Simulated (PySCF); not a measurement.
# Xe³⁺ (quartet): spin, charge, geometry and surroundings

Aim: change spin, charge, geometry, field or solvent of Xe³⁺ (quartet), one at a time, and compare with the base run.

Method: method and basis as typed in the scripts; program: PySCF 2.14.0.

2 further runs of the same task are left out: 2 for a known fault of the program.

## 1. The atom

Xe³⁺ (quartet): 1 atom, charge 3, spin multiplicity 4.

## 2. The run that the others are compared with

input.py reads:

```python
from pyscf import gto, dft

mol = gto.M(
    atom='Xe 0 0 0',
    basis='x2c-tzvpall',
    charge=3,
    spin=3,
    verbose=4,
)
mf = dft.UKS(mol, xc='revpbe')
mf = mf.sfx2c1e()
mf.kernel()
mf.stability(internal=True, external=True)
mf.dip_moment()
print('orbital energies (hartree):', [e[max(0, n-3):n+3].round(4) for e, n in zip(mf.mo_energy, mol.nelec)])
```

The run is started by

```sh
$ OMP_NUM_THREADS=1 python input.py
```

The log of this run is left out.

In short: E(SCF) = -7444.168418 Eh, 7 cycles, ⟨S²⟩ = 3.750, internal stable; real -> complex stable; UHF/UKS -> GHF/GKS unstable.

The quartet is typed in the script; nothing here shows that it is the ground state.

## 3. Charge +2 (triplet)

Variant 1 changes charge: 3 → 2; spin (2S): 3 → 2.

input.py reads:

```python
from pyscf import gto, dft

mol = gto.M(
    atom='Xe 0 0 0',
    basis='x2c-tzvpall',
    charge=2,
    spin=2,
    verbose=4,
)
mf = dft.UKS(mol, xc='revpbe')
mf = mf.sfx2c1e()
mf.kernel()
mf.stability(internal=True, external=True)
mf.dip_moment()
print('orbital energies (hartree):', [e[max(0, n-3):n+3].round(4) for e, n in zip(mf.mo_energy, mol.nelec)])
```

The run is started by

```sh
$ OMP_NUM_THREADS=1 python input.py
```

## 4. Charge +4 (quintet)

Variant 2 changes charge: 3 → 4; spin (2S): 3 → 4.

Edit input.py of step 2 so:

```diff
@@ -5,4 +5,4 @@
     basis='x2c-tzvpall',
-    charge=3,
-    spin=3,
+    charge=4,
+    spin=4,
     verbose=4,
```

Q: Predict the outcome of this session. Wanted: for each run, E(SCF); from base; gap, α spin; after the SCF.

As calculated:

| run | E(SCF) (hartree) | from base (eV) | cycles | gap, α spin (eV) | after the SCF |
| --- | --- | --- | --- | --- | --- |
| base | -7444.168418 | 0 | 7 | 17.53 | unstable: UHF/UKS -> GHF/GKS |
| charge +2 (triplet) | -7445.283711 | -30.3487 | 7 | 14.41 | unstable: UHF/UKS -> GHF/GKS |
| charge +4 (quintet) | -7442.185910 | +53.9468 | 7 | 19.92 | unstable: UHF/UKS -> GHF/GKS |

What this shows: At the SCF level, adding an electron (to the triplet) releases 30.35 eV at fixed geometry. At the SCF level, going to the quintet with one electron fewer costs 53.95 eV at fixed geometry, which need not be the lowest ionisation.
